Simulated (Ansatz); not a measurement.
# C2H4BrNSi: the cost of one run

Computed with the Python package of Ansatz 0.2.0. Level of theory: PBE0/def2-TZVP.

**1. Starting point**

Bond lengths: Br1–Si2 2.167 Å, Si2–C3 1.691 Å, C3–C4 1.354 Å, C3–N5 1.397 Å, C4–N5 1.327 Å, Si2–H6 1.503 Å, Si2–H7 1.477 Å, C4–H8 1.047 Å, N5–H9 0.963 Å. Angles (14 of 15 angles, heavy atoms first): Br1–Si2–C3 107.3°, Si2–C3–C4 156.1°, Si2–C3–N5 146.2°, C4–C3–N5 57.6°, C3–C4–N5 62.8°, C3–N5–C4 59.5°, Br1–Si2–H6 108.5°, Br1–Si2–H7 108.6°, C3–Si2–H6 113.4°, C3–Si2–H7 111.7°, C3–C4–H8 148.6°, N5–C4–H8 146.5°, C3–N5–H9 111.3°, C4–N5–H9 116.6°.

No structure file is read: the coordinates are typed or built in the script.

**2. The script**

The input, bde_c2h4brnsi.py:

```python
import ansatz as az


def single_point(molecule, charge=0, unpaired=0):
    calc = molecule.calculation().basis(gaussian='def2-TZVP').functional('PBE0')
    if charge:
        calc = calc.charge(charge)
    if unpaired:
        calc = calc.spin('collinear', total=unpaired)
    return calc.run(threads=1, pin='off').report['free_energy_ev']

GEOMETRY = '''
Br   -2.51530    0.87420   -0.65670
Si   -0.88550    0.69520    0.75990
C     0.37260   -0.12160   -0.02040
C     1.24180   -1.13620   -0.23920
N     1.32720   -0.08160   -1.03960
H    -0.50510    2.07270    1.22670
H    -1.36810   -0.04720    1.94210
H     1.50420   -2.13810   -0.08290
H     0.91680   -0.16370   -1.90700
'''

def without(molecule, index):
    rest = az.Crystal.molecule()
    for i, site in enumerate(molecule.cartesian_sites):
        if i != index:
            rest = rest.atom(site.symbol, site.position_ang)
    return rest


def main() -> None:
    geometry = az.Crystal.molecule()
    for line in GEOMETRY.strip().splitlines():
        symbol, *xyz = line.split()
        geometry = geometry.atom(symbol, [float(v) for v in xyz])

    whole = single_point(geometry, 0)
    hydrogen = single_point(az.Crystal.molecule().atom('H', (0, 0, 0)), 0, 1)
    print(f'E(molecule) = {whole:.5f} eV, E(H) = {hydrogen:.5f} eV')
    for index in [6, 7, 8]:
        radical = single_point(without(geometry, index), 0, 1)
        print(f'H{index}: homolysis {23.060548 * (radical + hydrogen - whole):.1f} kcal/mol')


if __name__ == '__main__':
    main()
```

**3. The input behind the calls**

The engine receives this input (first run):

```yaml
crystal:
  periodic: [false, false, false]
  atoms:
    - { symbol: Br, position_ang: [-2.5153, 0.8742, -0.6567] }
    - { symbol: Si, position_ang: [-0.8855, 0.6952, 0.7599] }
    - { symbol: C, position_ang: [0.3726, -0.1216, -0.0204] }
    - { symbol: C, position_ang: [1.2418, -1.1362, -0.2392] }
    - { symbol: "N", position_ang: [1.3272, -0.0816, -1.0396] }
    - { symbol: H, position_ang: [-0.5051, 2.0727, 1.2267] }
    - { symbol: H, position_ang: [-1.3681, -0.0472, 1.9421] }
    - { symbol: H, position_ang: [1.5042, -2.1381, -0.0829] }
    - { symbol: H, position_ang: [0.9168, -0.1637, -1.907] }
basis:
  gaussian:
    orbitals: def2-TZVP
hamiltonian:
  xc: pbe0
```

**4. The run**

The run is started by

```
$ python bde_c2h4brnsi.py
```

Q: Estimate wall time and peak memory on 1 thread of Arm Neoverse V1, shared host.

About 2.7 min, with a peak of 1.1 GiB.
